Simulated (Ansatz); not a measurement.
# MgSnSb2: a single-point run

Aim: a sound single-point run of MgSnSb2. The structure is shown as the input types it. The cell is built on a prototype (ordering on zincblende) and needn't be the phase found in nature.

Method: density functional or hybrid calculation with the settings of its input, plane waves (as first typed), in Ansatz 0.2.0.

## (1) The structure to begin with

Symmetry: P-4m2, No. 115, tetragonal system. The conventional cell has a = 4.600 Å, b = 4.600 Å, c = 6.555 Å, α = 90.00°, β = 90.00°, γ = 90.00°. Mg (site symmetry -4m2) is surrounded by 4 Sb at 2.80 Å. Sb (site symmetry 2mm) is surrounded by 2 Mg at 2.80 Å and 2 Sn at 2.85 Å. Sn (site symmetry -4m2) has 4 Sb at 2.85 Å as nearest neighbours.

Structure file:

```cif
data_structure
_symmetry_space_group_name_H-M 'P-4m2'
_symmetry_Int_Tables_number 115
_cell_length_a 4.6005
_cell_length_b 4.6005
_cell_length_c 6.5552
_cell_angle_alpha 90.000
_cell_angle_beta 90.000
_cell_angle_gamma 90.000
_cell_volume 138.74
loop_
_atom_site_label
_atom_site_type_symbol
_atom_site_symmetry_multiplicity
_atom_site_Wyckoff_symbol
_atom_site_fract_x
_atom_site_fract_y
_atom_site_fract_z
_atom_site_occupancy
Mg1 Mg 1 a 0.00000 0.00000 0.00000 1
Sb1 Sb 2 g 0.00000 0.50000 0.24288 1
Sn1 Sn 1 c 0.50000 0.50000 0.50000 1
```

## (2) The calculation

The input, input.yaml:

```yaml
crystal:
  lattice:
    - [4.6004806352, 0.0, 0.0]
    - [0.0, 4.6004806352, 0.0]
    - [0.0, 0.0, 6.5552383774]
  atoms:
    - { symbol: Mg, position: [0.0, 0.0, 0.0] }
    - { symbol: Sb, position: [0.0, 0.5, 0.2428810299] }
    - { symbol: Sn, position: [0.5, 0.5, 0.5] }
    - { symbol: Sb, position: [0.5, 0.0, 0.7571189701] }
kpoints:
  mp_grid: { grid: [4, 4, 4] }
hamiltonian:
  xc: r2scan
scf:
  occupations: { method: fermi_dirac, width: 0.02 }
  n_extra_bands: 5
  max_iter: 82
output:
  forces: true
  stress: true
  eigenvalues: true
basis:
  ecutwfc: 160
```

Started as:

```
$ ansatz run input.yaml --threads 4 --pin off --max-ram 3686MiB --backend cpu --events-out ev --progress --plain --runs-dir out
```

What happens when this is run?

The program finished normally, with warnings (cutoff below recommended). Its log warns: «basis.ecutwfc = 160 eV is below the records' recommended 500 eV ...»

In the input, basis.ecutwfc is 160. The basis cutoff is far too low: the plane waves can't represent the orbitals near the cores. The potentials' recommended cutoff is 500 eV.

To check: delete basis.ecutwfc (the default then holds).
